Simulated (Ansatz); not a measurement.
# GaH₅N₂OSSi: basis-set convergence

The task here is to estimate one member of a computed series from the others.

The runs use Ansatz 0.2.0, Gaussian basis; one geometry, several basis sets.

The runs, in order: PBE0-D4/def2-SVP; ωB97M-V/def2-SVP; PBE0-D4/def2-QZVPP; ωB97M-V/def2-QZVPP; the functionals' def2-TZVPP values are taken from earlier runs.

**Structure used throughout**

An earlier PBE0-D4 in a triple-zeta def2 set relaxation fixed the geometry.

SMILES `N[Si]1(O)[NH][GaH][S]1`, 11 atoms, charge 0, spin multiplicity 1.

Atoms are counted from 1 here; the program's logs count them from 0.

Bond lengths: N1–Si2 1.706 Å, N1–H7 1.007 Å, N1–H8 1.007 Å, Si2–O3 1.642 Å, Si2–N4 1.717 Å, Si2–S6 2.160 Å, O3–H9 0.959 Å, N4–Ga5 1.838 Å, N4–H10 1.006 Å, Ga5–S6 2.215 Å, Ga5–H11 1.542 Å. Angles: Si2–N1–H7 120.7°, Si2–N1–H8 120.1°, H7–N1–H8 111.9°, N1–Si2–O3 106.0°, N1–Si2–N4 122.1°, N1–Si2–S6 108.0°, O3–Si2–N4 108.3°, O3–Si2–S6 117.2°, N4–Si2–S6 95.8°, Si2–O3–H9 115.1°, Si2–N4–Ga5 97.9°, Si2–N4–H10 128.3°, Ga5–N4–H10 132.8°, N4–Ga5–S6 90.5°, N4–Ga5–H11 134.6°, S6–Ga5–H11 134.9°, Si2–S6–Ga5 75.6°.

The first run:

File in.yaml:

```yaml
crystal:
  periodic: [false, false, false]
  atoms:
    - {symbol: N, position_ang: [-0.319240, -1.661436, 0.845629]}
    - {symbol: Si, position_ang: [0.125454, -0.069484, 0.421883]}
    - {symbol: O, position_ang: [1.365005, 0.334742, 1.419847]}
    - {symbol: N, position_ang: [0.561176, 0.360037, -1.181899]}
    - {symbol: Ga, position_ang: [-0.775378, 1.584077, -1.488888]}
    - {symbol: S, position_ang: [-1.647628, 1.161293, 0.502902]}
    - {symbol: H, position_ang: [0.380797, -2.373967, 0.976085]}
    - {symbol: H, position_ang: [-1.190230, -2.046142, 0.519388]}
    - {symbol: H, position_ang: [1.248777, 0.080704, 2.337273]}
    - {symbol: H, position_ang: [1.399139, 0.123015, -1.685052]}
    - {symbol: H, position_ang: [-1.147872, 2.507159, -2.667178]}
basis:
  gaussian: {orbitals: def2-SVP}
hamiltonian: {xc: pbe0, dispersion: d4}
output: {orbitals: {seedname: orbitals}}
```

Run with:

```sh
ansatz run in.yaml --threads 2 --pin off --events-out ev --progress --plain --max-ram 32768MiB --backend cpu
```

Steps of the session up to this table: PBE0-D4 in def2-SVP; ωB97M-V in def2-SVP; PBE0-D4 in def2-QZVPP; ωB97M-V in def2-QZVPP.

One table of the session follows, with a row left open; its other results are not shown here.

It belongs to the step «Density functionals: the series». 

```
functional       basis  HOMO (eV)
   PBE0-D4    def2-SVP      -6.64
   PBE0-D4  def2-TZVPP      -6.82
   PBE0-D4  def2-QZVPP      -6.87
   ωB97M-V    def2-SVP      -8.79
   ωB97M-V  def2-TZVPP          ?
   ωB97M-V  def2-QZVPP      -9.06
```

Q: Estimate the row for ωB97M-V, def2-TZVPP from the others.

As computed: HOMO (eV): -9.01. In the column «HOMO (eV)» it lies between ωB97M-V, def2-QZVPP (-9.06) and ωB97M-V, def2-SVP (-8.79).
